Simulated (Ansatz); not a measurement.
**MnSi (P2_13): equation of state**

One table from this session's results is given with a row withheld; the runs are named, their logs left out.

The COD entry's cell or inner coordinates are ideal or old and differ from later refinements, so a difference from it is no clean test against experiment.

Program: Ansatz 0.2.0. Level of theory: DFT PBE, scalar-relativistic, plane waves, PAW. These are calculated values, not measurements.

Spin polarisation is switched off on purpose; where the compound carries moments, volume, stiffness and gap are then not the real material's.

### Starting point

Symmetry: P2_13, No. 198, cubic system. The conventional cell has a = 4.497 Å, b = 4.497 Å, c = 4.497 Å, α = 90.00°, β = 90.00°, γ = 90.00°. Mn (site symmetry 3) is surrounded by 7 Si at 2.27 to 2.51 Å. Around Si (site symmetry 3) lie 7 Mn at 2.27 to 2.51 Å.

Structure file:

```cif
data_structure
_symmetry_space_group_name_H-M 'P 1'
_symmetry_Int_Tables_number 1
_cell_length_a 4.4973
_cell_length_b 4.4973
_cell_length_c 4.4973
_cell_angle_alpha 90.000
_cell_angle_beta 90.000
_cell_angle_gamma 90.000
_cell_volume 90.96
loop_
_atom_site_label
_atom_site_type_symbol
_atom_site_fract_x
_atom_site_fract_y
_atom_site_fract_z
_atom_site_occupancy
Mn1 Mn 0.13719 0.13719 0.13719 1
Mn2 Mn 0.36281 0.86281 0.63719 1
Mn3 Mn 0.63719 0.36281 0.86281 1
Mn4 Mn 0.86281 0.63719 0.36281 1
Si1 Si 0.84564 0.84564 0.84564 1
Si2 Si 0.65436 0.15436 0.34564 1
Si3 Si 0.34564 0.65436 0.15436 1
Si4 Si 0.15436 0.34564 0.65436 1
```

This cell comes from an earlier session at PBE: 11.370 Å³/atom at 0.00 GPa, on a 8×8×8 mesh.

Volume factors to run: 0.980, 1.020, 0.960, 1.040.

Set-up of the first run:

Contents of input.yaml:

```yaml
crystal:
  lattice:
    - [4.4671536792, 0.0, 0.0]
    - [0.0, 4.4671536792, 0.0]
    - [0.0, 0.0, 4.4671536792]
  atoms:
    - { symbol: Mn, position: [0.1371854638, 0.1371854638, 0.1371854638] }
    - { symbol: Mn, position: [0.3628145362, 0.8628145362, 0.6371854638] }
    - { symbol: Mn, position: [0.6371854638, 0.3628145362, 0.8628145362] }
    - { symbol: Mn, position: [0.8628145362, 0.6371854638, 0.3628145362] }
    - { symbol: Si, position: [0.8456431427, 0.8456431427, 0.8456431427] }
    - { symbol: Si, position: [0.6543568573, 0.1543568573, 0.3456431427] }
    - { symbol: Si, position: [0.3456431427, 0.6543568573, 0.1543568573] }
    - { symbol: Si, position: [0.1543568573, 0.3456431427, 0.6543568573] }
basis:
  ecutwfc: 420
  ecutrho_ratio: 4
kpoints:
  mp_grid: { grid: [8, 8, 8] }
hamiltonian:
  xc: pbe
scf:
  occupations: { method: gaussian, width: 0.05 }
output:
  forces: true
  stress: true
  eigenvalues: true
relax:
  f_tol: 0.01
  max_steps: 40
```

Launch:

```
ansatz run input.yaml --threads 1 --pin off --max-ram 2560MiB --backend cpu --events-out ev --progress --plain --runs-dir out
```

Among the steps run: At 0.980 of the relaxed volume; Scaling the volume by 1.020; Scaling the volume by 0.960; Scaling the volume by 1.040.

One of the session's tables, all rows but one given; the rest of the session is left out.

It belongs to the step «The fit». 

| volume (Å³/atom) | energy (meV/atom) | pressure (GPa) |
| --- | --- | --- |
| 10.916 | 13.31 | 9.77 |
| 11.143 | 3.19 | 4.62 |
| 11.370 | 0.00 | 0.00 |
| 11.598 | ? | ? |
| 11.825 | 11.57 | -7.82 |

Estimate the missing values for volume (Å³/atom) = 11.598.

Worked estimate for «energy (meV/atom)». A straight line through the neighbours (11.370, 0.00) and (11.825, 11.57) gives 0.00 + (11.57 − 0.00) × (11.598 − 11.370) / (11.825 − 11.370) = 5.80; a parabola fitted to 3 rows on both sides gives 2.80.

As computed: energy (meV/atom): 3.01; pressure (GPa): -4.13. In «energy (meV/atom)» the line misses by +2.79 and the parabola by -0.21.

Caveats from the session: Warnings in the runs' records: stress scf threshold loose.
